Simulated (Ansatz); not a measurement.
I need a convergence test of the k-point mesh of AlNi, space group Pm-3m. Use the Python package of Ansatz (0.2.0). Use (first run): PBE, PAW, the default cutoff (420 eV here), 3×3×3 k-points, Fermi-Dirac smearing of 0.05 eV, collinear spin. The script varies spacing (1/A): 1.0, 0.6, 0.4, 0.3.

```
CELL_PARAMETERS angstrom
2.88100 0.00000 0.00000
0.00000 2.88100 0.00000
0.00000 0.00000 2.88100
ATOMIC_POSITIONS crystal
Al 0.00000 0.00000 0.00000
Ni 0.50000 0.50000 0.50000
```

Script `kconv.py`:
```python
import warnings

import ansatz as az
from tabulate import tabulate

params = {
    'filling': 'fermi_dirac',
    'width_ev': 0.05,
}

warnings.simplefilter('ignore', az.DeckWarning)

lattice = az.Lattice.of(
    (2.881, 0.0, 0.0),
    (0.0, 2.881, 0.0),
    (0.0, 0.0, 2.881),
)
sites = [
    ('Al', (0.0, 0.0, 0.0)),
    ('Ni', (0.5, 0.5, 0.5)),
]
crystal = az.Crystal(lattice=lattice)
for symbol, position in sites:
    crystal = crystal.atom(symbol, position)
crystal = crystal.moments(Ni=1.5)

setup = (
    crystal.calculation()
    .occupations(params['filling'], width=params['width_ev'])
    .functional(az.Functional.PBE)
    .spin('collinear')
    .stress()
)

rows = []
for value in [1.0, 0.6, 0.4, 0.3]:
    summary = setup.kpoints(spacing=value).run(threads=1, backend='cpu').report
    rows.append((value, summary['free_energy_ev'] / len(summary['lattice']['sites']), summary['n_iterations'], sum(summary['stress_gpa'][i][i] for i in range(3)) / 3, summary['magnetization_mub'], summary['n_kpoints']))

print(tabulate(rows, headers=['spacing (1/A)', 'F/atom (eV)', 'iterations', 'P (GPa)', 'moment (muB)', 'k-points'], floatfmt='.4f', tablefmt='simple'))

for row in rows[:-1]:
    shift = 1000 * (row[1] - rows[-1][1])
    print(f'{row[0]}: {shift:+.2f} meV/atom' + ('  (within 5 meV)' if abs(shift) < 5 else ''))
```

```console
$ python kconv.py
RunWarning: the starting moments were not kept: the SCF closed with an absolute magnetisation of 2.5e-7 μB, where they sum to 1.5 μB in size (1 site). That is at most 0.1 of that sum. Measured as [...]
  spacing (1/A)    F/atom (eV)    iterations    P (GPa)    moment (muB)    k-points
---------------  -------------  ------------  ---------  --------------  ----------
         1.0000     -3189.1911            10     2.6837          0.3284           4
         0.6000     -3189.2862            12     1.1694         -0.0000          10
         0.4000     -3189.2526            11     2.3358          0.0000          20
         0.3000     -3189.2640            11     2.1980          0.0000          35
1.0: +72.97 meV/atom
0.6: -22.15 meV/atom
0.4: +11.43 meV/atom
```
(Warnings from the package without file and line, shortened, repeats left out.)

The SCF didn't keep the moments it started from (some shrank, vanished or turned); what is printed is the state reached. The overall sign of a collinear moment is arbitrary, and semilocal functionals can give small moments to compounds that are paramagnetic. Pressure is positive in compression. The starting cell is as deposited in a crystallographic database; the results hold for this polymorph, which needn't be the stable one. Shifts are counted from the finest mesh, which is itself no proven limit. The script silences the warnings on its input, which a real study should read. Wall time of the script: 6.7 s on 1 thread of Intel(R) Xeon(R) Platinum 8259CL CPU @ 2.50GHz (Skylake/Cascade Lake), with other jobs on the host, peak memory 0.39 GiB.
